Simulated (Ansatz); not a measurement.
# BBr2F (dibromofluoroborane) at CAM-B3LYP/cc-pVDZ

Aim: the electronic atomisation energy of BBr2F (dibromofluoroborane) at CAM-B3LYP/cc-pVDZ, from 4 runs. 

The results are computed with Ansatz 0.2.0.

49 further runs of the same task are left out: 49 set aside as unsound or not needed.

**1. The system as given**

BBr2F has 4 atoms, charge 0, and is taken as a singlet. SMILES: `FB(Br)Br`. The shape is that of a PBE0-D4/def2-TZVP optimisation.

Bond lengths: F1–B2 1.307 Å, B2–Br3 1.901 Å, B2–Br4 1.901 Å. Angles: F1–B2–Br3 119.1°, F1–B2–Br4 119.1°, Br3–B2–Br4 121.7°.

**2. A single-point energy at CAM-B3LYP/cc-pVDZ**

job.yaml reads:

```yaml
crystal:
  periodic: [false, false, false]
  atoms:
    - symbol: F
      position_ang: [1.316550, 0.465960, 0.364370]
    - symbol: B
      position_ang: [0.123960, 0.043770, 0.034160]
    - symbol: Br
      position_ang: [-0.483040, -1.629420, 0.701450]
    - symbol: Br
      position_ang: [-0.957470, 1.119690, -1.099980]
basis:
  gaussian:
    orbitals: cc-pVDZ
hamiltonian:
  xc: {name: CAM-B3LYP}
accuracy: high
output:
  orbitals: {seedname: orbitals}
```

On the command line:

```bash
ansatz run job.yaml --threads 1 --pin off --max-ram 3480MiB --events-out events.jsonl --progress --plain --runs-dir runs
```

The program printed:

```text
Warning: RAYON_NUM_THREADS=1 ignored (pool sized by the plan → 1); use --threads N
Functional definition: CAM-B3LYP
  name "CAM-B3LYP"
  parameter alpha = 0.19
  parameter beta = 0.46
  parameter omega = 0.33/bohr
  parameter ac = 0.81
  exchange = (1 - alpha - beta)*b88_x + beta*b88_x_sr(omega) + alpha*exact_x + beta*exact_x_lr(omega)
  correlation = (1 - ac)*vwn5_c + ac*lyp_c
1658 factors; integrals over basis functions are off by at most 4.6e-9 eV
320 factors; integrals over basis functions are off by at most 1.6e-9 eV
mean field evaluation 1: about -143492.2803 eV, gradient 2.6e1 eV
mean field evaluation 2: about -143491.6594 eV, gradient 3.5e1 eV
mean field evaluation 4: about -143493.4988 eV, gradient 9.6e-1 eV
mean field evaluation 8: about -143493.5787 eV, gradient 7.7e-3 eV
mean field evaluation 16: about -143493.5787 eV, gradient 3.7e-6 eV
mean field -143493.57871917 eV, -5273.2917544885 hartree, gradient 6.1e-8 eV, S^2 0.000000; 0 other end points of the search recorded, 0 dependent functions left out
reference -143493.57873507 eV, -5273.2917550729 hartree; 42, 42 occupied and 40, 40 virtual orbitals, 1658 factors
Total energy: -143493.57873507 eV, -5273.2917550729 hartree
```

It took 4.5 s on 1 thread of AMD EPYC 9R45 (Zen 5), shared host; peak memory 0.35 GiB.

**3. The B atom**

input.yaml reads:

```yaml
crystal:
  periodic: [false, false, false]
  atoms:
    - symbol: B
      position_ang: [0.000000, 0.000000, 0.000000]
basis:
  gaussian: {orbitals: cc-pVDZ}
magnetization: {spin_polarized: true, initial_magnetization: 1}
hamiltonian: {xc: {name: CAM-B3LYP}}
accuracy: high
```

Run the same way, it converges to -24.63755 Eh (log not shown).

**4. The Br atom at the same level**

job.yaml reads:

```yaml
basis:
  gaussian:
    orbitals: cc-pVDZ
crystal:
  periodic: [false, false, false]
  atoms:
    - {symbol: Br, position_ang: [0.000000, 0.000000, 0.000000]}
magnetization:
  spin_polarized: true
  initial_magnetization: 1
hamiltonian:
  xc: {name: CAM-B3LYP}
accuracy: high
```

Run the same way, it converges to -2574.21056 Eh (log not shown).

**5. The F atom**

job.yaml reads:

```yaml
crystal:
  periodic: [false, false, false]
  atoms:
    - {symbol: F, position_ang: [0.000000, 0.000000, 0.000000]}
basis:
  gaussian: {orbitals: cc-pVDZ}
magnetization: {spin_polarized: true, initial_magnetization: 1}
accuracy: high
hamiltonian: {xc: {name: CAM-B3LYP}}
```

On the command line:

```bash
ansatz run job.yaml --threads 1 --pin off --max-ram 3480MiB --events-out events.jsonl --progress --plain --runs-dir runs
```

The program printed:

```text
Warning: RAYON_NUM_THREADS=1 ignored (pool sized by the plan → 1); use --threads N
Functional definition: CAM-B3LYP
  name "CAM-B3LYP"
  parameter alpha = 0.19
  parameter beta = 0.46
  parameter omega = 0.33/bohr
  parameter ac = 0.81
  exchange = (1 - alpha - beta)*b88_x + beta*b88_x_sr(omega) + alpha*exact_x + beta*exact_x_lr(omega)
  correlation = (1 - ac)*vwn5_c + ac*lyp_c
96 factors; integrals over basis functions are off by at most 1.1e-8 eV
51 factors; integrals over basis functions are off by at most 1.1e-9 eV
mean field evaluation 1: about -2712.9884 eV, gradient 4.7e0 eV
mean field evaluation 2: about -2713.0364 eV, gradient 1.5e0 eV
mean field evaluation 4: about -2713.0428 eV, gradient 2.5e-2 eV
mean field evaluation 8: about -2713.0430 eV, gradient 3.8e-4 eV
mean field -2713.04304383 eV, -99.7024928940 hartree, gradient 6.4e-9 eV, S^2 0.750821; 0 other end points of the search recorded, 0 dependent functions left out
reference -2713.04304883 eV, -99.7024930778 hartree; 5, 4 occupied and 9, 10 virtual orbitals, 96 factors
Total energy: -2713.04304883 eV, -99.7024930778 hartree
```

It took 0.22 s on 1 thread of AMD EPYC 9R45 (Zen 5), shared host.

**6. What came out**

Level: CAM-B3LYP/cc-pVDZ.

| quantity | value |
| --- | --- |
| molecule: total energy | -5273.29176 Eh |
| molecule: HOMO energy | -9.77 eV |
| molecule: LUMO energy | 0.08 eV |
| molecule: HOMO–LUMO gap | 9.86 eV |
| B atom: total energy | -24.63755 Eh |
| B atom: ⟨S²⟩ | 0.753 |
| Br atom: total energy | -2574.21056 Eh |
| Br atom: ⟨S²⟩ | 0.752 |
| F atom: total energy | -99.70249 Eh |
| F atom: ⟨S²⟩ | 0.751 |
| electronic atomisation energy | 14.438 eV |

Taking the molecule apart into free atoms costs 14.44 eV (333 kcal/mol), before zero-point energy and without spin-orbit coupling.
